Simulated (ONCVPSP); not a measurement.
**An ONCV potential for Ti, from input to tests**

Task: generate the file, and judge it by its errors in other configurations, its logarithmic derivatives, its ghosts and its cutoff.

Method: ONCVPSP 4.0.1, LDA (Perdew-Wang 92), scalar-relativistic.

### Step 1. The design

The settings as typed:

```
element                 : titanium (Ti, Z = 22)
type                    : optimised norm-conserving Vanderbilt (ONCV)
frozen core             : [Ne]
valence charge          : 12
reference configuration : 3s2 3p6 3d2 4s1 4p1
partial waves           : 3s+4s: rc 1.85 bohr, ncon 3, nbas 8, qcut 8.2 1/bohr, 2 projectors; 3p+4p: rc 2.05 bohr, ncon 4, nbas 7, qcut 8.4 1/bohr, 3 projectors, debl 2.7 Ha; 3d: rc 1.30 bohr, ncon 4, nbas 8, qcut 10.1 1/bohr, local
local potential         : the d channel
core correction         : Teter function, fcfact 3, rcfact 1.5
```

The nodes and maxima of the atom's own shells, from an earlier all-electron run, set the scale for the radii.

All-electron outer shells of the reference configuration (LDA (PZ), scalar-relativistic, ld1.x):

```csv
shell,level (eV),outermost node (bohr),outermost maximum (bohr)
2s,-536.78,0.09,0.27
2p,-445.29,–,0.22
3s,-63.60,0.40,0.87
3p,-40.12,0.37,0.90
3d,-5.70,–,0.97
4s,-5.38,1.24,2.85
4p,-2.16,1.38,3.70
```

### Step 2. Generating the potential

File Ti.dat:

```
# ATOM AND REFERENCE CONFIGURATION
# atsym  z   nc   nv     iexc    psfile
  Ti 22.00    3    5  -001012      upf
#
#   n    l    f
    1    0    2.00
    2    0    2.00
    2    1    6.00
    3    0    2.00
    3    1    6.00
    3    2    2.00
    4    0    1.00
    4    1    1.00
#
# PSEUDOPOTENTIAL AND OPTIMIZATION
# lmax
    2
#
#   l,   rc,      ep,       ncon, nbas, qcut
    0    1.85    0.00    3    8    8.20
    1    2.05    0.00    4    7    8.40
    2    1.30    0.00    4    8   10.10
#
# LOCAL POTENTIAL
# lloc, lpopt,  rc(5),   dvloc0
    2    5    1.30    0.00
#
# VANDERBILT-KLEINMAN-BYLANDER PROJECTORs
# l, nproj, debl
    0    2    1.90
    1    3    2.70
    2    0    1.50
#
# MODEL CORE CHARGE
# icmod, fcfact, rcfact
    3    3.00    1.50
#
# LOG DERIVATIVE ANALYSIS
# epsh1, epsh2, depsh
   -4.00    5.00    0.02
#
# OUTPUT GRID
# rlmax, drl
    6.00    0.01
#
# TEST CONFIGURATIONS
# ncnf
    4
# nvcnf
#   n    l    f
    5
    3    0    2.00
    3    1    6.00
    3    2    2.00
    4    0    2.00
    4    1    0.00
#
    5
    3    0    2.00
    3    1    6.00
    3    2    2.00
    4    0    1.00
    4    1    0.00
#
    5
    3    0    2.00
    3    1    6.00
    3    2    2.00
    4    0    0.00
    4    1    0.00
#
    5
    3    0    2.00
    3    1    6.00
    3    2    0.00
    4    0    0.00
    4    1    0.00
#
```

Started as:

```sh
$ oncvpsp.x < Ti.dat > Ti.out
```

Before running it: what results should come out? Wanted: cutoffs for 1 and 0.1 mHa per electron, occupied waves; bound ghosts; GHOST(+) flags; largest test error; largest phase difference near zero energy, channels read; rms error of d²Exc/dn², without and with the model core.

**Answer**, as computed:

| quantity | value |
| --- | --- |
| cutoffs for 1 and 0.1 mHa per electron, occupied waves | 43 Ha and 50 Ha |
| bound ghosts | none found |
| GHOST(+) flags | none at low energy |
| largest test error (AE − PS) | -1.1 meV, for 3s2 3p6 3d2 4s0 4p0 (1 test unsolved) |
| largest phase difference near zero energy, channels read | 0.004 rad |
| rms error of d²Exc/dn², without and with the model core | 2.28 and 0.58 mHa |

What this shows: By total energies transferability is very good where solved: the largest error is 1.1 meV on 18.2 eV, for 3s2 3p6 3d2 4s0 4p0. Of the tests 1 gave no usable energy difference, which is a warning in itself. The potential is hard: the looser tolerance needs 43 Ha. At the looser tolerance the 3d wave is the slowest; 3p needs 19 Ha. The program's ghost test flags no bound state. Near zero energy the phases of the channels with partial waves agree within 0.004 rad. All of this concerns the isolated atom, not yet a solid.
